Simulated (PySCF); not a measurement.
# BrGeH3: the cost of one run

Programs: PySCF 2.14.0. All values are calculated, for the isolated system unless a continuum is named. Atoms count from 0, parts from 1.

## 1. The system as given

Each species was relaxed by itself at GFN2-xTB.

## 2. Energies of the species: PBE0-D3(BJ)/def2-TZVPD

Job settings and geometry (Å):

```
{"job": {"kind": "react", "xc": "PBE0", "basis": "def2-TZVPD", "disp": "d3bj"}, "charge": 0, "multiplicity": 1}
-1 FGeH3 charge 0 multiplicity 1
F      1.580750    -0.215380    -0.030380
Ge    -0.137610     0.018900     0.002780
H     -0.632030    -0.893250    -1.071000
H     -0.295280     1.474460    -0.291070
H     -0.515820    -0.384740     1.389670

-1 BrH charge 0 multiplicity 1
Br     0.700690    -0.006520     0.005180
H     -0.700690     0.006520    -0.005180

+1 BrGeH3 charge 0 multiplicity 1
Ge    -0.184010     0.010250     0.006750
Br     2.069050    -0.117950    -0.071790
H     -0.554700     1.449660    -0.183760
H     -0.717480    -0.845280    -1.101590
H     -0.612850    -0.496680     1.350390

+1 FH charge 0 multiplicity 1
F      0.466150    -0.006720     0.005340
H     -0.466150     0.006720    -0.005340
```

With the program's defaults for keys left out, this is: PBE0-D3(BJ)/def2-TZVPD reaction energy of separated species, gas phase.

Command:

```console
$ OMP_NUM_THREADS=1 python cluster_run.py task.json out
```

This one command runs all jobs of the session in turn.

**Question.** How long does this first job take on 1 thread of Intel Xeon at 2.50GHz, shared host, and how much memory does it need?

About 16 s, with a peak of 0.47 GiB.
